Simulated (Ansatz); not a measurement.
Write a Python script for the Ansatz DFT code, driven from Python that makes a ladder of methods at one geometry of BrClH₂SeSi, SMILES Cl[SiH]([SeH])Br. Level of theory (for the species named): PBE, def2-SVP basis, multiplicity 1. The script varies functional: pbe, blyp, r2scan0, cam_b3lyp, lda.

| atom | x (Å) | y (Å) | z (Å) |
| --- | --- | --- | --- |
| Cl | -1.7179 | -0.9649 | 0.8133 |
| Si | -0.2104 | -0.2057 | -0.3981 |
| Se | 1.4797 | 0.4942 | 0.9158 |
| Br | 0.5877 | -1.8390 | -1.7630 |
| H | -0.6872 | 0.9198 | -1.2230 |
| H | 0.5901 | 1.5315 | 1.6089 |

`methods_brclh2sesi.py`:
```python
"""One geometry of BrClH2SeSi, method by method."""

from pathlib import Path
import logging
import sys
import warnings

import ansatz as az
import numpy as np

logging.basicConfig(stream=sys.stdout, format="%(name)s: %(message)s")
log = logging.getLogger("calc")
log.setLevel(logging.INFO)

warnings.simplefilter("ignore", az.DeckWarning)

geometry_ang = [
    ("Cl", (-1.7179, -0.9649, 0.8133)),
    ("Si", (-0.2104, -0.2057, -0.3981)),
    ("Se", (1.4797, 0.4942, 0.9158)),
    ("Br", (0.5877, -1.839, -1.763)),
    ("H", (-0.6872, 0.9198, -1.223)),
    ("H", (0.5901, 1.5315, 1.6089)),
]
system = az.Crystal.molecule()
for symbol, xyz in geometry_ang:
    system = system.atom(symbol, xyz)

calc = (
    system.calculation()
    .basis(gaussian="def2-SVP")  # atom-centred Gaussian functions
    .scf(lower_state_search="light")
)

log.info("functional    E (Ha)        dipole (D)   HOMO (eV)  LUMO (eV)")
for name in ["pbe", "blyp", "r2scan0", "cam_b3lyp", "lda"]:
    report = calc.functional(name).forces().orbitals().run(threads=1, backend="cpu", runs_dir="runs").report
    lines = Path(report["orbitals_path"]).read_text().splitlines()
    field_of = lambda key: [line.split("=")[1].strip() for line in lines if line.startswith(key)]
    orbitals = [(27.211386 * float(e), s, float(n)) for e, s, n in zip(field_of("Ene="), field_of("Spin="), field_of("Occup="))]
    homo = max(e for e, _, n in orbitals if n > 0.5)
    lumo = min(e for e, _, n in orbitals if n < 0.5)
    dipole = 4.803205 * np.linalg.norm(report["charge_distribution"]["dipole_moment_e_ang"])
    log.info(f"{name:10s} {report['free_energy_ev'] / 27.211386246:14.6f} {dipole:9.3f} {homo:11.3f} {lumo:10.3f}")
```

```console
$ python methods_brclh2sesi.py
calc: functional    E (Ha)        dipole (D)   HOMO (eV)  LUMO (eV)
calc: pbe          -5724.793569     1.450      -6.237     -1.613
calc: blyp         -5725.921310     1.353      -5.983     -1.411
calc: r2scan0      -5725.799729     1.699      -7.712     -0.637
calc: cam_b3lyp    -5726.138818     1.590      -8.699      0.466
calc: lda          -5716.236421     1.542      -6.337     -1.816
```

Notes:
- The settings weren't tested for convergence.
- The geometry is a force-field or estimated start, not a minimum of this method, and the basis set is short of its limit. A lower total doesn't mark the better method: functionals have no common bound, and MP2 and coupled cluster aren't variational.
- Levels such as HOMO and LUMO are orbital energies: with these approximate functionals they aren't the ionisation energy and electron affinity, and their gap isn't the fundamental gap.
- Run time: 14 s on 1 thread of Intel(R) Xeon(R) 6975P-C (Granite Rapids) (shared host), peak memory 0.42 GiB.
